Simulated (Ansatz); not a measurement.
**GeH5O (doublet): B2PLYP, RPA-PBE over a scan of the distance Ge1–H5 along a hydrogen transfer, cc-pVDZ**

Aim: run GeH5O (doublet) with these functionals over a scan of the distance Ge1–H5 along a hydrogen transfer, and hold them against the top wave-function level at the same points.

Program: Ansatz 0.2.0, Gaussian basis. Level of theory: cc-pVDZ, all electrons in the functionals, frozen cores in the correlation of double hybrids and RPA. These are calculated values, not measurements.

To be run: B2PLYP, RPA-PBE, at 1.534 Å; 1.589 Å; 1.697 Å; 1.806 Å; 1.914 Å.

## Step 1: What is computed

The geometry derives from fragments relaxed apart (PBE0/def2-TZVP) and kept rigid, so it is no stationary point. A hydrogen atom is moved between rigid fragments. No spin-orbit coupling is included. The filled d shell of Ge may be among the frozen orbitals whatever the setting's name suggests; the logs give the count.

7 atoms, charge 0, spin multiplicity 2.

Atoms are counted from 1 here; the program's logs count them from 0.

Bond lengths: Ge1–H2 1.534 Å, Ge1–H3 1.534 Å, Ge1–H4 1.534 Å, Ge1–H5 1.534 Å, O6–H7 0.973 Å. Angles: H2–Ge1–H3 109.5°, H2–Ge1–H4 109.5°, H2–Ge1–H5 109.5°, H3–Ge1–H4 109.5°, H3–Ge1–H5 109.5°, H4–Ge1–H5 109.5°.

No dispersion term is added.

The geometry shown and the zero of energy belong to the point 1.534 Å. The yardstick, UCCSDT(Q), and other wave-function levels (R restricted, U unrestricted, valence and pair active spaces) come from earlier runs.

## Step 2: B2PLYP, 1.534 Å

Input file in.yaml:

```yaml
crystal:
  periodic: [false, false, false]
  atoms:
    - {symbol: Ge, position_ang: [-0.529928, 0.010113, 0.000000]}
    - {symbol: H, position_ang: [-1.041378, 1.456713, 0.000001]}
    - {symbol: H, position_ang: [-1.041378, -0.713187, 1.252791]}
    - {symbol: H, position_ang: [-1.041378, -0.713186, -1.252792]}
    - {symbol: H, position_ang: [1.004422, 0.010113, 0.000000]}
    - {symbol: O, position_ang: [2.374072, 0.010113, 0.000000]}
    - {symbol: H, position_ang: [2.625931, -0.929837, -0.000001]}
basis:
  gaussian: {orbitals: cc-pVDZ}
magnetization: {spin_polarized: true, initial_magnetization: 1}
hamiltonian: {xc: {name: B2PLYP}}
correlation: {electrons: outside_noble_gas}
```

On the command line:

```
ansatz run in.yaml --threads 1 --pin off --events-out ev --progress --plain --max-ram 2816MiB --backend cpu
```

Standard output:

```text
Functional definition: B2PLYP
  name "B2PLYP"
  cite "Grimme, J. Chem. Phys. 124, 034108 (2006) doi:10.1063/1.2148954"
  cite "Becke, Phys. Rev. A 38, 3098 (1988) doi:10.1103/PhysRevA.38.3098"
  cite "Lee, Yang & Parr, Phys. Rev. B 37, 785 (1988) doi:10.1103/PhysRevB.37.785"
  parameter a = 0.53
  parameter c = 0.27
  exchange = (1 - a)*b88_x + a*exact_x
  correlation = (1 - c)*lyp_c + c*(mp2_os + mp2_ss)
670 factors; integrals over basis functions are off by at most 1.4e-3 eV
mean field evaluation 1: about -58623.3951 eV, gradient 2.7e1 eV
mean field evaluation 2: about -58623.4086 eV, gradient 2.7e1 eV
mean field evaluation 4: about -58626.7111 eV, gradient 2.4e0 eV
mean field evaluation 8: about -58626.8348 eV, gradient 1.2e-1 eV
mean field evaluation 16: about -58626.8352 eV, gradient 1.4e-4 eV
mean field -58626.83518345 eV, -2154.4964542957 hartree, gradient 5.1e-6 eV, S^2 0.762729; 2 other end points of the search recorded, 0 dependent functions left out
15 core orbitals not correlated: weight in the atoms' cores, before any rotation towards them, 0.999 or more for the frozen orbitals, at most 0.001 for the correlated occupied ones
reference -58626.83532454 eV, -2154.4964594807 hartree; 8, 7 occupied and 43, 44 virtual orbitals, 670 factors
second order -9.66969983 eV of doubles, -0.00000000 eV of singles
Total energy: -58629.44614350 eV, -2154.5924053076 hartree
```

Run time: 3.1 s. Hardware: 1 thread of AMD EPYC 7R13, shared host.

From the report: ⟨S²⟩ of the determinant 0.763 (pure doublet: 0.75).

## Step 3: B2PLYP, 1.589 Å

Input file in.yaml:

```yaml
crystal:
  periodic: [false, false, false]
  atoms:
    - {symbol: Ge, position_ang: [-0.530516, 0.010113, 0.000000]}
    - {symbol: H, position_ang: [-1.041966, 1.456713, 0.000001]}
    - {symbol: H, position_ang: [-1.041966, -0.713187, 1.252791]}
    - {symbol: H, position_ang: [-1.041966, -0.713186, -1.252792]}
    - {symbol: H, position_ang: [1.058484, 0.010113, 0.000000]}
    - {symbol: O, position_ang: [2.373484, 0.010113, 0.000000]}
    - {symbol: H, position_ang: [2.625343, -0.929837, -0.000001]}
basis:
  gaussian: {orbitals: cc-pVDZ}
magnetization: {spin_polarized: true, initial_magnetization: 1}
hamiltonian: {xc: {name: B2PLYP}}
correlation: {electrons: outside_noble_gas}
```

Launched as before.

Standard output, cut to the lines that bear on the results:

```text
Functional definition: B2PLYP
  name "B2PLYP"
  cite "Grimme, J. Chem. Phys. 124, 034108 (2006) doi:10.1063/1.2148954"
  cite "Becke, Phys. Rev. A 38, 3098 (1988) doi:10.1103/PhysRevA.38.3098"
  cite "Lee, Yang & Parr, Phys. Rev. B 37, 785 (1988) doi:10.1103/PhysRevB.37.785"
[...]
671 factors; integrals over basis functions are off by at most 1.4e-3 eV
[...]
mean field -58626.90809385 eV, -2154.4991337035 hartree, gradient 4.5e-6 eV, S^2 0.764954; 2 other end points of the search recorded, 0 dependent functions left out
15 core orbitals not correlated: weight in the atoms' cores, before any rotation towards them, 0.999 or more for the frozen orbitals, at most 0.001 for the correlated occupied ones
reference -58626.90823520 eV, -2154.4991388978 hartree; 8, 7 occupied and 43, 44 virtual orbitals, 671 factors
second order -9.84437285 eV of doubles, -0.00000000 eV of singles
Total energy: -58629.56621587 eV, -2154.5968178858 hartree
```

Run time: 3.1 s. Hardware: 1 thread of AMD EPYC 7R13, shared host.

From the report: ⟨S²⟩ of the determinant 0.765 (pure doublet: 0.75).

From 1.534 Å: -0.120 eV.

## Step 4: B2PLYP, 1.697 Å

Input file in.yaml:

```yaml
crystal:
  periodic: [false, false, false]
  atoms:
    - {symbol: Ge, position_ang: [-0.531678, 0.010113, 0.000000]}
    - {symbol: H, position_ang: [-1.043128, 1.456713, 0.000001]}
    - {symbol: H, position_ang: [-1.043128, -0.713187, 1.252791]}
    - {symbol: H, position_ang: [-1.043128, -0.713186, -1.252792]}
    - {symbol: H, position_ang: [1.165322, 0.010113, 0.000000]}
    - {symbol: O, position_ang: [2.372322, 0.010113, 0.000000]}
    - {symbol: H, position_ang: [2.624181, -0.929837, -0.000001]}
basis:
  gaussian: {orbitals: cc-pVDZ}
magnetization: {spin_polarized: true, initial_magnetization: 1}
hamiltonian: {xc: {name: B2PLYP}}
correlation: {electrons: outside_noble_gas}
```

Launched as before.

Standard output, cut to the lines that bear on the results:

```text
Functional definition: B2PLYP
  name "B2PLYP"
  cite "Grimme, J. Chem. Phys. 124, 034108 (2006) doi:10.1063/1.2148954"
  cite "Becke, Phys. Rev. A 38, 3098 (1988) doi:10.1103/PhysRevA.38.3098"
  cite "Lee, Yang & Parr, Phys. Rev. B 37, 785 (1988) doi:10.1103/PhysRevB.37.785"
[...]
671 factors; integrals over basis functions are off by at most 1.4e-3 eV
[...]
mean field -58627.11378371 eV, -2154.5066926663 hartree, gradient 2.9e-6 eV, S^2 0.764677; 0 other end points of the search recorded, 0 dependent functions left out
15 core orbitals not correlated: weight in the atoms' cores, before any rotation towards them, 0.999 or more for the frozen orbitals, at most 0.001 for the correlated occupied ones
reference -58627.11392571 eV, -2154.5066978846 hartree; 8, 7 occupied and 43, 44 virtual orbitals, 671 factors
second order -10.11996283 eV of doubles, -0.00000000 eV of singles
Total energy: -58629.84631567 eV, -2154.6071113637 hartree
```

It took 2.6 s on 1 thread of AMD EPYC 7R13, shared host.

From the report: ⟨S²⟩ of the determinant 0.765 (pure doublet: 0.75).

From 1.534 Å: -0.400 eV.

## Step 5: B2PLYP, 1.806 Å

Input file in.yaml:

```yaml
crystal:
  periodic: [false, false, false]
  atoms:
    - {symbol: Ge, position_ang: [-0.532851, 0.010113, 0.000000]}
    - {symbol: H, position_ang: [-1.044301, 1.456713, 0.000001]}
    - {symbol: H, position_ang: [-1.044300, -0.713187, 1.252791]}
    - {symbol: H, position_ang: [-1.044301, -0.713186, -1.252792]}
    - {symbol: H, position_ang: [1.273149, 0.010113, 0.000000]}
    - {symbol: O, position_ang: [2.371149, 0.010113, 0.000000]}
    - {symbol: H, position_ang: [2.623008, -0.929837, -0.000001]}
basis:
  gaussian: {orbitals: cc-pVDZ}
magnetization: {spin_polarized: true, initial_magnetization: 1}
hamiltonian: {xc: {name: B2PLYP}}
correlation: {electrons: outside_noble_gas}
```

Launched as before.

Standard output, cut to the lines that bear on the results:

```text
Functional definition: B2PLYP
  name "B2PLYP"
  cite "Grimme, J. Chem. Phys. 124, 034108 (2006) doi:10.1063/1.2148954"
  cite "Becke, Phys. Rev. A 38, 3098 (1988) doi:10.1103/PhysRevA.38.3098"
  cite "Lee, Yang & Parr, Phys. Rev. B 37, 785 (1988) doi:10.1103/PhysRevB.37.785"
[...]
671 factors; integrals over basis functions are off by at most 1.5e-3 eV
[...]
mean field -58627.43629224 eV, -2154.5185446363 hartree, gradient 2.0e-6 eV, S^2 0.758481; 0 other end points of the search recorded, 0 dependent functions left out
15 core orbitals not correlated: weight in the atoms' cores, before any rotation towards them, 0.999 or more for the frozen orbitals, at most 0.001 for the correlated occupied ones
reference -58627.43643481 eV, -2154.5185498755 hartree; 8, 7 occupied and 43, 44 virtual orbitals, 671 factors
second order -10.16602853 eV of doubles, -0.00000000 eV of singles
Total energy: -58630.18126251 eV, -2154.6194204330 hartree
```

It took 2.7 s on 1 thread of AMD EPYC 7R13, shared host.

From the report: ⟨S²⟩ of the determinant 0.758 (pure doublet: 0.75).

From 1.534 Å: -0.735 eV.

## Step 6: B2PLYP, 1.914 Å

Input file in.yaml:

```yaml
crystal:
  periodic: [false, false, false]
  atoms:
    - {symbol: Ge, position_ang: [-0.534013, 0.010113, 0.000000]}
    - {symbol: H, position_ang: [-1.045463, 1.456713, 0.000001]}
    - {symbol: H, position_ang: [-1.045462, -0.713187, 1.252791]}
    - {symbol: H, position_ang: [-1.045463, -0.713186, -1.252792]}
    - {symbol: H, position_ang: [1.379987, 0.010113, 0.000000]}
    - {symbol: O, position_ang: [2.369987, 0.010113, 0.000000]}
    - {symbol: H, position_ang: [2.621846, -0.929837, -0.000001]}
basis:
  gaussian: {orbitals: cc-pVDZ}
magnetization: {spin_polarized: true, initial_magnetization: 1}
hamiltonian: {xc: {name: B2PLYP}}
correlation: {electrons: outside_noble_gas}
```

The command is unchanged.

Standard output, cut to the lines that bear on the results:

```text
Functional definition: B2PLYP
  name "B2PLYP"
  cite "Grimme, J. Chem. Phys. 124, 034108 (2006) doi:10.1063/1.2148954"
  cite "Becke, Phys. Rev. A 38, 3098 (1988) doi:10.1103/PhysRevA.38.3098"
  cite "Lee, Yang & Parr, Phys. Rev. B 37, 785 (1988) doi:10.1103/PhysRevB.37.785"
[...]
671 factors; integrals over basis functions are off by at most 1.4e-3 eV
[...]
mean field -58627.70417778 eV, -2154.5283892483 hartree, gradient 5.4e-6 eV, S^2 0.754122; 0 other end points of the search recorded, 0 dependent functions left out
15 core orbitals not correlated: weight in the atoms' cores, before any rotation towards them, 0.999 or more for the frozen orbitals, at most 0.001 for the correlated occupied ones
reference -58627.70432060 eV, -2154.5283944968 hartree; 8, 7 occupied and 43, 44 virtual orbitals, 671 factors
second order -10.01662547 eV of doubles, -0.00000000 eV of singles
Total energy: -58630.40880948 eV, -2154.6277826298 hartree
```

Run time: 2.5 s. Hardware: 1 thread of AMD EPYC 7R13, shared host.

From the report: ⟨S²⟩ of the determinant 0.754 (pure doublet: 0.75).

From 1.534 Å: -0.963 eV.

## Step 7: RPA-PBE, 1.534 Å

Input file in.yaml:

```yaml
crystal:
  periodic: [false, false, false]
  atoms:
    - {symbol: Ge, position_ang: [-0.529928, 0.010113, 0.000000]}
    - {symbol: H, position_ang: [-1.041378, 1.456713, 0.000001]}
    - {symbol: H, position_ang: [-1.041378, -0.713187, 1.252791]}
    - {symbol: H, position_ang: [-1.041378, -0.713186, -1.252792]}
    - {symbol: H, position_ang: [1.004422, 0.010113, 0.000000]}
    - {symbol: O, position_ang: [2.374072, 0.010113, 0.000000]}
    - {symbol: H, position_ang: [2.625931, -0.929837, -0.000001]}
basis:
  gaussian: {orbitals: cc-pVDZ}
magnetization: {spin_polarized: true, initial_magnetization: 1}
hamiltonian: {xc: {name: PBE}}
correlation: {method: rpa, electrons: outside_noble_gas}
```

Launched as before.

Standard output, cut to the lines that bear on the results:

```text
Functional definition: PBE
  name "PBE"
  cite "Perdew, Burke & Ernzerhof, Phys. Rev. Lett. 77, 3865 (1996) doi:10.1103/PhysRevLett.77.3865"
  parent pbe
[...]
670 factors; integrals over basis functions are off by at most 1.4e-3 eV
[...]
mean field -58631.98431510 eV, -2154.6856813935 hartree, gradient 5.9e-6 eV, S^2 0.752296; 6 other end points of the search recorded, 0 dependent functions left out
15 core orbitals not correlated: weight in the atoms' cores, before any rotation towards them, 0.998 or more for the frozen orbitals, at most 0.001 for the correlated occupied ones
reference -58585.05857151 eV, -2152.9611921242 hartree; 8, 7 occupied and 43, 44 virtual orbitals, 670 factors
Total energy: -58599.61666004 eV, -2153.4961920098 hartree
```

Run time: 6.5 s. Hardware: 1 thread of AMD EPYC 7R13, shared host.

From the report: ⟨S²⟩ of the determinant 0.752 (pure doublet: 0.75).

## Step 8: RPA-PBE, 1.589 Å

Input file in.yaml:

```yaml
crystal:
  periodic: [false, false, false]
  atoms:
    - {symbol: Ge, position_ang: [-0.530516, 0.010113, 0.000000]}
    - {symbol: H, position_ang: [-1.041966, 1.456713, 0.000001]}
    - {symbol: H, position_ang: [-1.041966, -0.713187, 1.252791]}
    - {symbol: H, position_ang: [-1.041966, -0.713186, -1.252792]}
    - {symbol: H, position_ang: [1.058484, 0.010113, 0.000000]}
    - {symbol: O, position_ang: [2.373484, 0.010113, 0.000000]}
    - {symbol: H, position_ang: [2.625343, -0.929837, -0.000001]}
basis:
  gaussian: {orbitals: cc-pVDZ}
magnetization: {spin_polarized: true, initial_magnetization: 1}
hamiltonian: {xc: {name: PBE}}
correlation: {method: rpa, electrons: outside_noble_gas}
```

Same command.

Standard output, cut to the lines that bear on the results:

```text
Functional definition: PBE
  name "PBE"
  cite "Perdew, Burke & Ernzerhof, Phys. Rev. Lett. 77, 3865 (1996) doi:10.1103/PhysRevLett.77.3865"
  parent pbe
[...]
671 factors; integrals over basis functions are off by at most 1.4e-3 eV
[...]
mean field -58632.13386271 eV, -2154.6911771670 hartree, gradient 4.9e-6 eV, S^2 0.752332; 4 other end points of the search recorded, 0 dependent functions left out
15 core orbitals not correlated: weight in the atoms' cores, before any rotation towards them, 0.998 or more for the frozen orbitals, at most 0.001 for the correlated occupied ones
reference -58585.10931854 eV, -2152.9630570430 hartree; 8, 7 occupied and 43, 44 virtual orbitals, 671 factors
Total energy: -58599.73321865 eV, -2153.5004754597 hartree
```

Run time: 5.5 s. Hardware: 1 thread of AMD EPYC 7R13, shared host.

From the report: ⟨S²⟩ of the determinant 0.752 (pure doublet: 0.75).

From 1.534 Å: -0.117 eV.

## Step 9: RPA-PBE, 1.697 Å

Input file in.yaml:

```yaml
crystal:
  periodic: [false, false, false]
  atoms:
    - {symbol: Ge, position_ang: [-0.531678, 0.010113, 0.000000]}
    - {symbol: H, position_ang: [-1.043128, 1.456713, 0.000001]}
    - {symbol: H, position_ang: [-1.043128, -0.713187, 1.252791]}
    - {symbol: H, position_ang: [-1.043128, -0.713186, -1.252792]}
    - {symbol: H, position_ang: [1.165322, 0.010113, 0.000000]}
    - {symbol: O, position_ang: [2.372322, 0.010113, 0.000000]}
    - {symbol: H, position_ang: [2.624181, -0.929837, -0.000001]}
basis:
  gaussian: {orbitals: cc-pVDZ}
magnetization: {spin_polarized: true, initial_magnetization: 1}
hamiltonian: {xc: {name: PBE}}
correlation: {method: rpa, electrons: outside_noble_gas}
```

Launched as before.

Standard output, cut to the lines that bear on the results:

```text
Functional definition: PBE
  name "PBE"
  cite "Perdew, Burke & Ernzerhof, Phys. Rev. Lett. 77, 3865 (1996) doi:10.1103/PhysRevLett.77.3865"
  parent pbe
[...]
671 factors; integrals over basis functions are off by at most 1.4e-3 eV
[...]
mean field -58632.41737096 eV, -2154.7015959029 hartree, gradient 3.3e-6 eV, S^2 0.752100; 4 other end points of the search recorded, 0 dependent functions left out
15 core orbitals not correlated: weight in the atoms' cores, before any rotation towards them, 0.998 or more for the frozen orbitals, at most 0.001 for the correlated occupied ones
reference -58585.33393879 eV, -2152.9713116849 hartree; 8, 7 occupied and 43, 44 virtual orbitals, 671 factors
Total energy: -58599.98974167 eV, -2153.5099025068 hartree
```

It took 5.5 s on 1 thread of AMD EPYC 7R13, shared host.

From the report: ⟨S²⟩ of the determinant 0.752 (pure doublet: 0.75).

From 1.534 Å: -0.373 eV.

## Step 10: RPA-PBE, 1.806 Å

Input file in.yaml:

```yaml
crystal:
  periodic: [false, false, false]
  atoms:
    - {symbol: Ge, position_ang: [-0.532851, 0.010113, 0.000000]}
    - {symbol: H, position_ang: [-1.044301, 1.456713, 0.000001]}
    - {symbol: H, position_ang: [-1.044300, -0.713187, 1.252791]}
    - {symbol: H, position_ang: [-1.044301, -0.713186, -1.252792]}
    - {symbol: H, position_ang: [1.273149, 0.010113, 0.000000]}
    - {symbol: O, position_ang: [2.371149, 0.010113, 0.000000]}
    - {symbol: H, position_ang: [2.623008, -0.929837, -0.000001]}
basis:
  gaussian: {orbitals: cc-pVDZ}
magnetization: {spin_polarized: true, initial_magnetization: 1}
hamiltonian: {xc: {name: PBE}}
correlation: {method: rpa, electrons: outside_noble_gas}
```

The command is unchanged.

Standard output, cut to the lines that bear on the results:

```text
Functional definition: PBE
  name "PBE"
  cite "Perdew, Burke & Ernzerhof, Phys. Rev. Lett. 77, 3865 (1996) doi:10.1103/PhysRevLett.77.3865"
  parent pbe
[...]
671 factors; integrals over basis functions are off by at most 1.5e-3 eV
[...]
mean field -58632.68889669 eV, -2154.7115742894 hartree, gradient 2.0e-6 eV, S^2 0.751671; 4 other end points of the search recorded, 0 dependent functions left out
15 core orbitals not correlated: weight in the atoms' cores, before any rotation towards them, 0.998 or more for the frozen orbitals, at most 0.001 for the correlated occupied ones
reference -58585.75397683 eV, -2152.9867477982 hartree; 8, 7 occupied and 43, 44 virtual orbitals, 671 factors
Total energy: -58600.29563783 eV, -2153.5211439832 hartree
```

Wall time 4.7 s (1 thread of AMD EPYC 7R13, shared host).

From the report: ⟨S²⟩ of the determinant 0.752 (pure doublet: 0.75).

From 1.534 Å: -0.679 eV.

## Step 11: RPA-PBE, 1.914 Å

Input file in.yaml:

```yaml
crystal:
  periodic: [false, false, false]
  atoms:
    - {symbol: Ge, position_ang: [-0.534013, 0.010113, 0.000000]}
    - {symbol: H, position_ang: [-1.045463, 1.456713, 0.000001]}
    - {symbol: H, position_ang: [-1.045462, -0.713187, 1.252791]}
    - {symbol: H, position_ang: [-1.045463, -0.713186, -1.252792]}
    - {symbol: H, position_ang: [1.379987, 0.010113, 0.000000]}
    - {symbol: O, position_ang: [2.369987, 0.010113, 0.000000]}
    - {symbol: H, position_ang: [2.621846, -0.929837, -0.000001]}
basis:
  gaussian: {orbitals: cc-pVDZ}
magnetization: {spin_polarized: true, initial_magnetization: 1}
hamiltonian: {xc: {name: PBE}}
correlation: {method: rpa, electrons: outside_noble_gas}
```

The command is unchanged.

Standard output, cut to the lines that bear on the results:

```text
Functional definition: PBE
  name "PBE"
  cite "Perdew, Burke & Ernzerhof, Phys. Rev. Lett. 77, 3865 (1996) doi:10.1103/PhysRevLett.77.3865"
  parent pbe
[...]
671 factors; integrals over basis functions are off by at most 1.4e-3 eV
[...]
mean field -58632.82203445 eV, -2154.7164670119 hartree, gradient 3.8e-6 eV, S^2 0.751437; 0 other end points of the search recorded, 0 dependent functions left out
15 core orbitals not correlated: weight in the atoms' cores, before any rotation towards them, 0.998 or more for the frozen orbitals, at most 0.001 for the correlated occupied ones
reference -58586.17028341 eV, -2153.0020467827 hartree; 8, 7 occupied and 43, 44 virtual orbitals, 671 factors
Total energy: -58600.50536306 eV, -2153.5288512434 hartree
```

Run time: 2.7 s. Hardware: 1 thread of AMD EPYC 7R13, shared host.

From the report: ⟨S²⟩ of the determinant 0.751 (pure doublet: 0.75).

From 1.534 Å: -0.889 eV.

## Step 12: Against the wave-function levels

The yardstick is UCCSDT(Q), where the cluster series has nearly closed. It comes from earlier runs at the same points. Energies in eV, counted from 1.534 Å; blanks weren't run or aren't comparable.

| level | 1.534 Å | 1.589 Å | 1.697 Å | 1.806 Å | 1.914 Å |
| --- | --- | --- | --- | --- | --- |
| UCCSDT(Q) | 0.000 | -0.112 | -0.393 | -0.755 | -1.018 |
| B2PLYP | 0.000 | -0.120 | -0.400 | -0.735 | -0.963 |
| RPA-PBE | 0.000 | -0.117 | -0.373 | -0.679 | -0.889 |

Largest miss and mean time a point (UCCSDT(Q) took 6.5 s a point; shared hosts):

| level | largest miss (eV) | where | time a point |
| --- | --- | --- | --- |
| B2PLYP | +0.055 | 1.914 Å | 2.8 s |
| RPA-PBE | +0.129 | 1.914 Å | 5 s |

## Step 13: Outcome

```
                   quantity                value
span of the UCCSDT(Q) curve             1.018 eV
       largest miss, B2PLYP  +0.055 eV (1.914 Å)
      largest miss, RPA-PBE  +0.129 eV (1.914 Å)
```

What this shows: Of the functionals, B2PLYP keep the smallest largest miss at the points compared (at most 0.055 eV) and RPA-PBE strays most (0.129 eV, at 1.914 Å). Functionals and the yardstick converge differently with the basis, so part of each miss in cc-pVDZ is the basis.
